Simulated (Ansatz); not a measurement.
# C₅H₉AlO₄: a ladder of functionals and wavefunction methods

The task here is to estimate one member of a computed series from the others.

Computed with Ansatz 0.2.0, Gaussian basis. Level: functionals in def2-TZVPP, the program's frozen cores in correlated methods.

The runs, in order: LDA (SPW92), PBE-D4, revPBE-D4, BLYP-D4, r2SCAN-D4, B97M-V, PBE0-D4, B3LYP-D4, r2SCANh-D4, r2SCAN0-D4, HSE06-D4, BHLYP-D4, CAM-B3LYP-D4, LC-ωPBE, ωB97X-V, ωB97M-V, B2PLYP, PBE-QIDH; CCSD(T)/def2-SVP; CCSD(T)/def2-TZVPP; MP2/def2-QZVPP; extrapolation to the limit; RPA on PBE.

### Structure used throughout

An earlier PBE0-D4 in a triple-zeta def2 set relaxation fixed the geometry.

SMILES `CC1=CC(C)=[O+][Al-]([OH])([OH])[O]1`, 19 atoms, charge 0, spin multiplicity 1.

Atoms are counted from 1 here; the program's logs count them from 0.

Bond lengths: C1–C2 1.491 Å, C1–H11 1.093 Å, C1–H12 1.088 Å, C1–H13 1.093 Å, C2–C3 1.395 Å, C2–O10 1.274 Å, C3–C4 1.395 Å, C3–H14 1.080 Å, C4–C5 1.491 Å, C4–O6 1.274 Å, C5–H15 1.088 Å, C5–H16 1.093 Å, C5–H17 1.093 Å, O6–Al7 1.819 Å, Al7–O8 1.703 Å, Al7–O9 1.703 Å, Al7–O10 1.819 Å, O8–H18 0.953 Å and more. Angles: C2–C1–H11 108.8°, C2–C1–H12 112.5°, C2–C1–H13 109.1°, H11–C1–H12 109.6°, H11–C1–H13 106.9°, H12–C1–H13 109.8°, C1–C2–C3 120.6°, C1–C2–O10 115.6°, C3–C2–O10 123.8°, C2–C3–C4 122.8°, C2–C3–H14 118.6°, C4–C3–H14 118.6°, C3–C4–C5 120.6°, C3–C4–O6 123.8°, C5–C4–O6 115.6°, C4–C5–H15 112.5°, C4–C5–H16 109.1°, C4–C5–H17 108.8° and more.

Set-up of the first run:

The input, in.yaml:

```yaml
crystal:
  periodic: [false, false, false]
  atoms:
    - {symbol: C, position_ang: [2.188687, -1.133510, -1.343641]}
    - {symbol: C, position_ang: [1.085172, -0.522907, -0.548479]}
    - {symbol: C, position_ang: [-0.200015, -0.417601, -1.080362]}
    - {symbol: C, position_ang: [-1.269771, 0.125099, -0.368479]}
    - {symbol: C, position_ang: [-2.629964, 0.192439, -0.975323]}
    - {symbol: O, position_ang: [-1.171839, 0.584114, 0.815444]}
    - {symbol: Al, position_ang: [0.350527, 0.785577, 1.791011]}
    - {symbol: O, position_ang: [0.258379, 0.026663, 3.312923]}
    - {symbol: O, position_ang: [0.800478, 2.427699, 1.773107]}
    - {symbol: O, position_ang: [1.402904, -0.124394, 0.618655]}
    - {symbol: H, position_ang: [2.981365, -0.392286, -1.472897]}
    - {symbol: H, position_ang: [1.854876, -1.484580, -2.318113]}
    - {symbol: H, position_ang: [2.618900, -1.964144, -0.779196]}
    - {symbol: H, position_ang: [-0.377294, -0.783994, -2.080722]}
    - {symbol: H, position_ang: [-2.662338, -0.239161, -1.973791]}
    - {symbol: H, position_ang: [-3.337498, -0.327493, -0.325144]}
    - {symbol: H, position_ang: [-2.945552, 1.237920, -1.017363]}
    - {symbol: H, position_ang: [0.019238, -0.886755, 3.444649]}
    - {symbol: H, position_ang: [0.992046, 2.893015, 2.584122]}
basis:
  gaussian: {orbitals: def2-TZVPP}
hamiltonian: {xc: lda}
output: {orbitals: {seedname: orbitals}}
```

Started as:

```sh
$ ansatz run in.yaml --threads 4 --pin off --events-out ev --progress --plain --max-ram 46080MiB --backend cuda --devices 0, --max-vram 37GiB
```

Steps of the session up to this table: LDA; PBE-D4 (GGA); revPBE-D4 (GGA); BLYP-D4 (GGA); r2SCAN-D4 (meta-GGA); B97M-V (meta-GGA); B3LYP-D4 (hybrid); r2SCANh-D4 (hybrid); r2SCAN0-D4 (hybrid); HSE06-D4 (hybrid); BHLYP-D4 (hybrid); CAM-B3LYP-D4 (range-separated); LC-ωPBE (range-separated); ωB97X-V (range-separated); ωB97M-V (range-separated); B2PLYP (double hybrid); PBE-QIDH (double hybrid).

One of the session's tables, all rows but one given; the rest of the session is left out.

It belongs to the step «Frontier levels by functional». 

```
  functional  HOMO (eV)  LUMO (eV)  gap (eV)
 LDA (SPW92)      -6.49      -3.06      3.43
      PBE-D4      -6.28      -2.82      3.45
   revPBE-D4      -6.19      -2.73      3.46
     BLYP-D4      -6.16      -2.70      3.47
   r2SCAN-D4      -6.59      -2.68      3.91
      B97M-V      -6.61      -2.59      4.02
     PBE0-D4      -7.50      -1.97      5.54
    B3LYP-D4      -7.30      -2.18      5.13
  r2SCANh-D4      -7.03      -2.36      4.66
  r2SCAN0-D4      -7.67      -1.88      5.79
    HSE06-D4      -7.11      -2.34      4.76
    BHLYP-D4      -8.51      -0.93      7.59
CAM-B3LYP-D4      -8.78      -0.88      7.90
     LC-ωPBE          ?          ?         ?
     ωB97X-V      -9.71       0.18      9.89
     ωB97M-V      -9.63       0.12      9.76
```

Q: Estimate the row for LC-ωPBE from the others.

As computed: HOMO (eV): -10.03; LUMO (eV): 0.19; gap (eV): 10.23. In the column «HOMO (eV)» it is the lowest.
